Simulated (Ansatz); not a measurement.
Predict the output of the script below (Ansatz's Python interface).

The script, `c3h5bo_freq.py`:
```python
"""Vibrations of C3H5BO."""

import argparse
import itertools

import ansatz as az
from ase import Atoms
from ase.data import atomic_numbers, covalent_radii
from ase.thermochemistry import IdealGasThermo
import numpy as np

parser = argparse.ArgumentParser(description="Vibrations of C3H5BO.")
parser.add_argument("--basis-set", required=True, help="basis")
parser.add_argument("--functional", default="cam_b3lyp", help="exchange-correlation functional")
args = parser.parse_args()


def main() -> None:
    c3h5bo = (
        az.Crystal.molecule()
        .atom("C", (-0.932, 2.1503, 0.6652))
        .atom("C", (-0.3506, 1.204, 0.3798))
        .atom("B", (0.4269, -0.0507, 0.0191))
        .atom("C", (-0.2115, -1.4275, -0.1859))
        .atom("O", (1.9162, 0.0166, -0.0972))
        .atom("H", (-1.537, 3.0788, 0.8916))
        .atom("H", (0.4811, -2.229, -0.4132))
        .atom("H", (-0.9644, -1.3301, -1.0306))
        .atom("H", (-0.8306, -1.6956, 0.7843))
        .atom("H", (2.0849, 0.232, -1.0101))
    )

    calc = c3h5bo.calculation().basis(gaussian=args.basis_set).functional(args.functional)
    symbols = [site.symbol for site in c3h5bo.cartesian_sites]
    start = np.array([site.position_ang for site in c3h5bo.cartesian_sites], dtype=float)
    rep = calc.relax(force_tolerance=0.003).run().report
    end = np.array(rep["positions_ang"])

    # pairs closer than 1.2 times the sum of covalent radii, before or after
    radius = [covalent_radii[atomic_numbers[s]] for s in symbols]
    span = lambda where, i, j: np.linalg.norm(where[i] - where[j])
    bonded = [(i, j) for i, j in itertools.combinations(range(len(symbols)), 2) if min(span(start, i, j), span(end, i, j)) < 1.2 * (radius[i] + radius[j])]
    print("pair        before    after (A)")
    for i, j in bonded:
        print(f"{symbols[i]}{i}-{symbols[j]}{j}".ljust(10), f"{span(start, i, j):8.4f} {span(end, i, j):8.4f}")
    for first, second in list(itertools.combinations(bonded, 2)):
        shared = set(first) & set(second)
        if shared and symbols[(j := shared.pop())] != "H":
            i, k = sorted((set(first) | set(second)) - {j})
            u, v = end[i] - end[j], end[k] - end[j]
            angle = np.degrees(np.arccos(np.clip(u @ v / np.linalg.norm(u) / np.linalg.norm(v), -1, 1)))
            print(f"final angle {symbols[i]}{i}-{symbols[j]}{j}-{symbols[k]}{k}: {angle:.2f} deg")

    # same settings at the minimum
    minimum = az.Crystal.molecule()
    for symbol, place in zip(symbols, end):
        minimum = minimum.atom(symbol, place.tolist())
    vibrating = (
        minimum.calculation()
        .basis(gaussian=args.basis_set)
        .functional(args.functional)
        .phonons(temperatures=(298.15, 498.15, 100))
    )
    vib = vibrating.run().report["vibrations"]
    sums = vib["harmonic_sums"]
    modes = [m["omega_inv_cm"] for m in sums["modes_at_gamma"] if m["rigid_motion"] == "no"]
    print("frequencies (1/cm):", " ".join(f"{w:.0f}" for w in modes))
    print("imaginary modes:", sum(w < 0 for w in modes), " zero-point energy:", round(sums["zero_point_energy_ev"], 4), "eV")
    # rigid rotor and ideal gas, symmetry number taken as one
    gas = IdealGasThermo(vib_energies=[w / 8065.544 for w in modes if w > 0], geometry="linear" if len(modes) == 3 * len(symbols) - 5 else "nonlinear",
                         atoms=Atoms(symbols, positions=end), symmetrynumber=1, spin=0.0)
    print(f"H(298 K) - E = {gas.get_enthalpy(298.15, verbose=False):.4f} eV")
    print(f"S(298 K, 1 bar) = {96485.33 * gas.get_entropy(298.15, 1e5, verbose=False):.1f} J/(mol K) with symmetry number 1")


if __name__ == "__main__":
    main()
```

`python c3h5bo_freq.py --basis-set def2-SVP` gives:
```text
pair        before    after (A)
C0-C1        1.1467   1.2122
C0-H5        1.1311   1.0751
C1-B2        1.5195   1.5491
B2-C3        1.5314   1.5658
B2-O4        1.4953   1.3540
C3-H6        1.0834   1.0989
C3-H7        1.1357   1.1026
C3-H8        1.1817   1.1025
O4-H9        0.9530   0.9650
final angle C1-C0-H5: 179.68 deg
final angle C0-C1-B2: 179.81 deg
final angle C1-B2-C3: 121.63 deg
final angle C1-B2-O4: 119.16 deg
final angle C3-B2-O4: 119.21 deg
final angle B2-C3-H6: 112.32 deg
final angle B2-C3-H7: 110.32 deg
final angle B2-C3-H8: 110.33 deg
final angle B2-O4-H9: 113.40 deg
final angle H6-C3-H7: 108.91 deg
final angle H6-C3-H8: 108.91 deg
final angle H7-C3-H8: 105.83 deg
frequencies (1/cm): 83 161 226 347 483 517 677 687 743 794 860 893 993 1225 1336 1398 1441 1462 2209 3052 3125 3162 3471 3874
imaginary modes: 0  zero-point energy: 2.0592 eV
H(298 K) - E = 2.2530 eV
S(298 K, 1 bar) = 321.3 J/(mol K) with symmetry number 1
```

Notes:
- The frequencies are harmonic and unscaled, in a modest basis. The result belongs to the one conformer reached from this start, and soft torsions count as harmonic oscillators.
- The entropy takes a symmetry number of 1; a symmetric molecule's is lower by R ln(sigma).
- Wall time of the script: 4 min on 1 thread of Arm Neoverse V2, with other jobs on the host, peak memory 0.34 GiB.

(A comment or docstring line of the script was reworded after the run, the code is as it ran; lines on the test bed's own set-up are left out of the output.)
